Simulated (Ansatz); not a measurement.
# AlCl2H6NSi: the cost of one run

Program: Ansatz 0.2.0. Level of theory: RKS PBE0-D4/def2-SVP. These are calculated values, not measurements.

1 further run of the same task is left out (it didn't finish).

## 1. Starting point

Bond lengths: Al1–Si2 2.711 Å, Al1–Cl3 2.029 Å, Al1–Cl4 2.031 Å, Al1–N6 2.239 Å, Si2–H7 1.474 Å, Si2–H8 1.475 Å, Si2–H9 1.471 Å, N6–H10 1.012 Å, N6–H11 1.013 Å. Angles (14 of 15 angles, heavy atoms first): Si2–Al1–Cl3 110.6°, Si2–Al1–Cl4 111.0°, Si2–Al1–N6 80.4°, Cl3–Al1–Cl4 126.3°, Cl3–Al1–N6 109.5°, Cl4–Al1–N6 109.4°, Al1–Si2–H7 117.6°, Al1–Si2–H8 122.9°, Al1–Si2–H9 103.9°, Al1–N6–H10 124.4°, Al1–N6–H11 125.9°, H7–Si2–H8 103.7°, H7–Si2–H9 103.5°, H8–Si2–H9 102.6°.

As a file:

```xyz
11

Al   -1.0042   -0.4965   -0.8925
Si    0.9579   -0.9035    0.9336
Cl   -0.3749   -1.0234   -2.7479
Cl   -2.8336   -0.8664   -0.0917
H     0.1744    0.6168    0.1603
N    -0.4299    1.6282   -0.4841
H     2.3515   -0.7170    0.4919
H     0.9357   -0.3054    2.2813
H     0.8795   -2.3442    1.2212
H     0.2389    2.1550   -1.0315
H    -0.8954    2.2565    0.1594
```

## 2. Pulling towards end A

Springs on the bonds that form and break draw the guess towards this end; the thresholds are loose.

Input file input.yaml:

```yaml
crystal:
  periodic: [false, false, false]
  atoms:
    - { symbol: Al, position_ang: [-1.0042, -0.4965, -0.8925] }
    - { symbol: Si, position_ang: [0.9579, -0.9035, 0.9336] }
    - { symbol: Cl, position_ang: [-0.3749, -1.0234, -2.7479] }
    - { symbol: Cl, position_ang: [-2.8336, -0.8664, -0.0917] }
    - { symbol: H, position_ang: [0.1744, 0.6168, 0.1603] }
    - { symbol: "N", position_ang: [-0.4299, 1.6282, -0.4841] }
    - { symbol: H, position_ang: [2.3515, -0.717, 0.4919] }
    - { symbol: H, position_ang: [0.9357, -0.3054, 2.2813] }
    - { symbol: H, position_ang: [0.8795, -2.3442, 1.2212] }
    - { symbol: H, position_ang: [0.2389, 2.155, -1.0315] }
    - { symbol: H, position_ang: [-0.8954, 2.2565, 0.1594] }
basis:
  gaussian: { orbitals: def2-SVP }
hamiltonian:
  xc: pbe0
  dispersion: d4
relax:
  f_tol: 0.15
  max_steps: 25
  restrain:
    - { distance: [0, 5], at: 3.22, k: 30.0 }
    - { distance: [4, 1], at: 2.72, k: 30.0 }
    - { distance: [0, 1], at: 2.32, k: 30.0 }
    - { distance: [4, 5], at: 1.02, k: 30.0 }
```

On the command line:

```sh
$ ansatz run input.yaml --threads 2 --pin off --max-ram 3072MiB --backend cpu --events-out ev --progress --plain --runs-dir out
```

Q: Estimate wall time and peak memory on 2 threads of Arm Neoverse V1, shared host.

About 46 s, with a peak of 0.28 GiB.
